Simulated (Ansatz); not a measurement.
# ClFGeH6Si: the cost of one run

Program: Ansatz 0.2.0. Level of theory: RKS PBE0-D4/def2-SVP. These are calculated values, not measurements.

1 further run of the same task is left out (it didn't finish).

## (1) The structure to begin with

Bond lengths: Ge1–H3 1.550 Å, Ge1–Cl4 2.218 Å, Ge1–F5 1.679 Å, Ge1–Si6 2.610 Å, Si6–H7 1.460 Å, Si6–H8 1.460 Å, Si6–H9 1.460 Å. Angles: H3–Ge1–Cl4 109.5°, H3–Ge1–F5 109.5°, H3–Ge1–Si6 75.6°, Cl4–Ge1–F5 109.5°, Cl4–Ge1–Si6 64.5°, F5–Ge1–Si6 173.5°, Ge1–Si6–H7 109.5°, Ge1–Si6–H8 109.5°, Ge1–Si6–H9 109.5°, H7–Si6–H8 109.4°, H7–Si6–H9 109.4°, H8–Si6–H9 109.4°.

Coordinates:

```xyz
10

Ge    0.0000    0.0000    0.0000
H     0.0000    0.0000    1.9000
H     1.4616    0.0000   -0.5162
Cl   -1.0456    1.8115   -0.7393
F    -0.7913   -1.3709   -0.5594
Si    0.9784    2.2754    0.8230
H     2.1219    2.0269    1.6961
H     1.4078    3.0657   -0.3270
H    -0.0463    3.0082    1.5609
H     0.3832    0.8911    1.9684
```

## (2) Pulling towards end A

Springs on the bonds that form and break draw the guess towards this end; the thresholds are loose.

The input, input.yaml:

```yaml
crystal:
  periodic: [false, false, false]
  atoms:
    - { symbol: Ge, position_ang: [0.0, 0.0, 0.0] }
    - { symbol: H, position_ang: [0.0, 0.0, 1.9] }
    - { symbol: H, position_ang: [1.4616, 0.0, -0.5162] }
    - { symbol: Cl, position_ang: [-1.0456, 1.8115, -0.7393] }
    - { symbol: F, position_ang: [-0.7913, -1.3709, -0.5594] }
    - { symbol: Si, position_ang: [0.9784, 2.2754, 0.823] }
    - { symbol: H, position_ang: [2.1219, 2.0269, 1.6961] }
    - { symbol: H, position_ang: [1.4078, 3.0657, -0.327] }
    - { symbol: H, position_ang: [-0.0463, 3.0082, 1.5609] }
    - { symbol: H, position_ang: [0.3832, 0.8911, 1.9684] }
basis:
  gaussian: { orbitals: def2-SVP }
hamiltonian:
  xc: pbe0
  dispersion: d4
relax:
  f_tol: 0.15
  max_steps: 25
  restrain:
    - { distance: [0, 5], at: 3.51, k: 30.0 }
    - { distance: [9, 1], at: 1.86, k: 30.0 }
    - { distance: [0, 1], at: 1.55, k: 30.0 }
    - { distance: [9, 5], at: 1.46, k: 30.0 }
output:
  orbitals: {}
```

Launch:

```sh
$ ansatz run input.yaml --threads 4 --pin off --max-ram 5120MiB --backend cpu --events-out ev --progress --plain --runs-dir out
```

What time and memory should one allow on 4 threads of Arm Neoverse V2, shared host?

About 19 s, with a peak of 0.28 GiB.
